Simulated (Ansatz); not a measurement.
I need a ladder of methods at one geometry of C2H5NOSe, SMILES NC(=O)C[SeH]. Use Ansatz 0.2.0 through its Python package. Settings (for the species named): BLYP, def2-SVP basis, multiplicity 1. The script varies functional: blyp, lda, pbe0, cam_b3lyp, lc_wpbe, r2scan.

```json
{"atom": "N", "x (Å)": "1.3087", "y (Å)": "0.1494", "z (Å)": "0.7927"}
{"atom": "C", "x (Å)": "0.2980", "y (Å)": "-0.7165", "z (Å)": "0.2376"}
{"atom": "O", "x (Å)": "0.5957", "y (Å)": "-1.9088", "z (Å)": "0.0056"}
{"atom": "C", "x (Å)": "-0.9982", "y (Å)": "-0.2313", "z (Å)": "-0.1191"}
{"atom": "Se", "x (Å)": "-1.0803", "y (Å)": "0.4537", "z (Å)": "-1.9481"}
{"atom": "H", "x (Å)": "1.0117", "y (Å)": "1.2106", "z (Å)": "0.9462"}
{"atom": "H", "x (Å)": "2.2507", "y (Å)": "-0.1314", "z (Å)": "1.0172"}
{"atom": "H", "x (Å)": "-1.3591", "y (Å)": "0.5696", "z (Å)": "0.5818"}
{"atom": "H", "x (Å)": "-1.7880", "y (Å)": "-1.0684", "z (Å)": "-0.0083"}
{"atom": "H", "x (Å)": "-0.1560", "y (Å)": "1.6219", "z (Å)": "-1.5027"}
```

Script `run_methods.py`:
```python
"""C2H5NOSe at several levels of theory."""

from pathlib import Path

import ansatz as az
from ase import Atoms
import numpy as np


def main() -> None:
    atoms = Atoms(["N", "C", "O", "C", "Se", "H", "H", "H", "H", "H"], positions=[
        (1.3087, 0.1494, 0.7927),
        (0.298, -0.7165, 0.2376),
        (0.5957, -1.9088, 0.0056),
        (-0.9982, -0.2313, -0.1191),
        (-1.0803, 0.4537, -1.9481),
        (1.0117, 1.2106, 0.9462),
        (2.2507, -0.1314, 1.0172),
        (-1.3591, 0.5696, 0.5818),
        (-1.788, -1.0684, -0.0083),
        (-0.156, 1.6219, -1.5027),
    ])
    molecule = az.Crystal.molecule_from_ase(atoms)

    job = molecule.calculation().basis(gaussian="def2-SVP")

    print("functional    E (Ha)        dipole (D)   HOMO (eV)  LUMO (eV)")
    for name in ["blyp", "lda", "pbe0", "cam_b3lyp", "lc_wpbe", "r2scan"]:
        data = job.functional(name).forces().orbitals().run(runs_dir="runs").report
        lines = Path(data["orbitals_path"]).read_text().splitlines()
        field_of = lambda key: [line.split("=")[1].strip() for line in lines if line.startswith(key)]
        orbitals = [(27.211386 * float(e), s, float(n)) for e, s, n in zip(field_of("Ene="), field_of("Spin="), field_of("Occup="))]
        homo = max(e for e, _, n in orbitals if n > 0.5)
        lumo = min(e for e, _, n in orbitals if n < 0.5)
        dipole = 4.803205 * np.linalg.norm(data["charge_distribution"]["dipole_moment_e_ang"])
        print(f"{name:10s} {data['free_energy_ev'] / 27.211386246:14.6f} {dipole:9.3f} {homo:11.3f} {lumo:10.3f}")


if __name__ == "__main__":
    main()
```

```console
$ python run_methods.py
functional    E (Ha)        dipole (D)   HOMO (eV)  LUMO (eV)
blyp         -2610.254259     3.702      -5.061     -1.535
lda          -2605.156930     3.953      -5.329     -1.857
pbe0         -2609.766803     4.016      -6.680     -0.812
cam_b3lyp    -2610.309695     3.979      -7.993      0.365
lc_wpbe      -2609.827307     4.059      -9.429      1.521
r2scan       -2610.166028     4.002      -5.612     -1.609
```

What to keep in mind:
- Total energies depend on the basis set; only differences at equal settings carry meaning.
- The geometry is a force-field or estimated start, not a minimum of this method, and the basis set is short of its limit. A lower total doesn't mark the better method: functionals have no common bound, and MP2 and coupled cluster aren't variational.
- Levels such as HOMO and LUMO are orbital energies: with these approximate functionals they aren't the ionisation energy and electron affinity, and their gap isn't the fundamental gap.
- Finished in 17 s on 1 thread of Intel(R) Xeon(R) 6975P-C (Granite Rapids) (shared host), peak memory 0.37 GiB.

(Lines on the test bed's own set-up are left out of the output.)
